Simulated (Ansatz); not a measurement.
# Cl2H3HfNO: the cost of one run

All numbers below are computed with Ansatz 0.2.0 (RKS PBE/def2-SVP).

## Step 1: The system as given

Bond lengths: Hf1–O2 2.614 Å, Hf1–N3 1.935 Å, Hf1–H4 2.275 Å, Hf1–Cl5 2.309 Å, Hf1–Cl6 2.302 Å, O2–H7 0.961 Å, N3–H8 1.030 Å. Angles: Hf1–O2–H7 110.6°, O2–Hf1–N3 65.5°, O2–Hf1–H4 29.4°, O2–Hf1–Cl5 91.6°, O2–Hf1–Cl6 157.6°, N3–Hf1–H4 36.1°, N3–Hf1–Cl5 111.9°, N3–Hf1–Cl6 110.2°, H4–Hf1–Cl5 101.9°, H4–Hf1–Cl6 142.2°, Cl5–Hf1–Cl6 109.7°, Hf1–N3–H8 117.7°.

Coordinates:

```xyz
8

Hf   -0.2323    0.4850    0.8797
O     1.6045   -0.2066   -0.8472
N    -0.7533   -0.9404   -0.3204
H     0.4611   -0.7861   -0.8751
Cl   -0.4658    2.5623   -0.1008
Cl   -1.4794    0.3927    2.8122
H     1.6081    0.3956   -1.5956
H    -0.7431   -1.9026    0.0471
```

## Step 2: A restrained relaxation towards end A

Springs on the bonds that form and break draw the guess towards this end; the thresholds are loose.

The input, input.yaml:

```yaml
crystal:
  periodic: [false, false, false]
  atoms:
    - { symbol: Hf, position_ang: [-0.2323, 0.485, 0.8797] }
    - { symbol: O, position_ang: [1.6045, -0.2066, -0.8472] }
    - { symbol: "N", position_ang: [-0.7533, -0.9404, -0.3204] }
    - { symbol: H, position_ang: [0.4611, -0.7861, -0.8751] }
    - { symbol: Cl, position_ang: [-0.4658, 2.5623, -0.1008] }
    - { symbol: Cl, position_ang: [-1.4794, 0.3927, 2.8122] }
    - { symbol: H, position_ang: [1.6081, 0.3956, -1.5956] }
    - { symbol: H, position_ang: [-0.7431, -1.9026, 0.0471] }
basis:
  gaussian: { orbitals: def2-SVP }
hamiltonian:
  xc: pbe
relax:
  f_tol: 0.15
  max_steps: 25
  restrain:
    - { distance: [3, 1], at: 2.27, k: 30.0 }
    - { distance: [0, 1], at: 2.41, k: 30.0 }
    - { distance: [3, 2], at: 1.02, k: 30.0 }
```

Command:

```sh
$ ansatz run input.yaml --threads 2 --pin off --max-ram 3072MiB --backend cpu --events-out ev --progress --plain --runs-dir out
```

**Question.** How long does this run take on 2 threads of Intel Xeon at 2.70GHz, shared host, and how much memory does it need?

About 60 s, with a peak of 0.24 GiB.
